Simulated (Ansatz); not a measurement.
# C3H9Cl3GaP: the cost of one run

Computed with Ansatz 0.2.0, Gaussian basis. Level: BLYP/6-31G* with D4 dispersion.

**1. The relaxed structure**

The structure was relaxed beforehand with PBE0-D4 in a triple-zeta def2 set.

SMILES `C[P+](C)(C)[Ga-]([Cl])([Cl])[Cl]`, 17 atoms, charge 0, spin multiplicity 1.

Atoms are counted from 1 here; the program's logs count them from 0.

Bond lengths: C1–P2 1.806 Å, C1–H9 1.091 Å, C1–H10 1.092 Å, C1–H11 1.091 Å, P2–C3 1.806 Å, P2–C4 1.806 Å, P2–Ga5 2.388 Å, C3–H12 1.091 Å, C3–H13 1.091 Å, C3–H14 1.092 Å, C4–H15 1.092 Å, C4–H16 1.091 Å, C4–H17 1.091 Å, Ga5–Cl6 2.173 Å, Ga5–Cl7 2.173 Å, Ga5–Cl8 2.172 Å. Angles: P2–C1–H9 108.8°, P2–C1–H10 111.4°, P2–C1–H11 108.8°, H9–C1–H10 109.8°, H9–C1–H11 108.3°, H10–C1–H11 109.7°, C1–P2–C3 107.1°, C1–P2–C4 107.1°, C1–P2–Ga5 111.8°, C3–P2–C4 107.1°, C3–P2–Ga5 111.8°, C4–P2–Ga5 111.8°, P2–C3–H12 108.8°, P2–C3–H13 108.8°, P2–C3–H14 111.4°, H12–C3–H13 108.3°, H12–C3–H14 109.8°, H13–C3–H14 109.8° and more.

**2. The run**

The input, in.yaml:

```yaml
crystal:
  periodic: [false, false, false]
  atoms:
    - {symbol: C, position_ang: [0.199043, -1.241846, -1.356520]}
    - {symbol: P, position_ang: [0.023362, -0.102094, 0.033686]}
    - {symbol: C, position_ang: [1.569977, -0.159243, 0.964937]}
    - {symbol: C, position_ang: [-1.266961, -0.770012, 1.106769]}
    - {symbol: Ga, position_ang: [-0.488878, 2.112972, -0.695961]}
    - {symbol: Cl, position_ang: [-0.623704, 3.214957, 1.171530]}
    - {symbol: Cl, position_ang: [1.216320, 2.612694, -1.946116]}
    - {symbol: Cl, position_ang: [-2.367793, 1.849776, -1.754298]}
    - {symbol: H, position_ang: [0.993900, -0.878667, -2.010106]}
    - {symbol: H, position_ang: [0.433903, -2.252190, -1.016304]}
    - {symbol: H, position_ang: [-0.733543, -1.251172, -1.923188]}
    - {symbol: H, position_ang: [1.483403, 0.500352, 1.830004]}
    - {symbol: H, position_ang: [2.376085, 0.212079, 0.329924]}
    - {symbol: H, position_ang: [1.798838, -1.173986, 1.296070]}
    - {symbol: H, position_ang: [-1.026596, -1.782587, 1.436344]}
    - {symbol: H, position_ang: [-2.211090, -0.774712, 0.559481]}
    - {symbol: H, position_ang: [-1.376277, -0.116319, 1.973737]}
basis:
  gaussian: {orbitals: "6-31G*"}
magnetization: {spin_polarized: true, initial_magnetization: 0}
hamiltonian: {xc: {name: BLYP}, dispersion: d4}
md: {timestep: 1 fs, n_steps: 50, ensemble: nvt_langevin, temperature: 300, initial_velocities: maxwell_boltzmann, friction: 0.01, seed: 280}
```

Started as:

```sh
$ ansatz run in.yaml --threads 4 --pin off --events-out ev --progress --plain --max-ram 66560MiB --backend cpu
```

**Question.** How long does this run take on 4 threads of AMD EPYC 7R13, shared host, and how much memory does it need?

About 3.9 min, with a peak of 0.46 GiB.
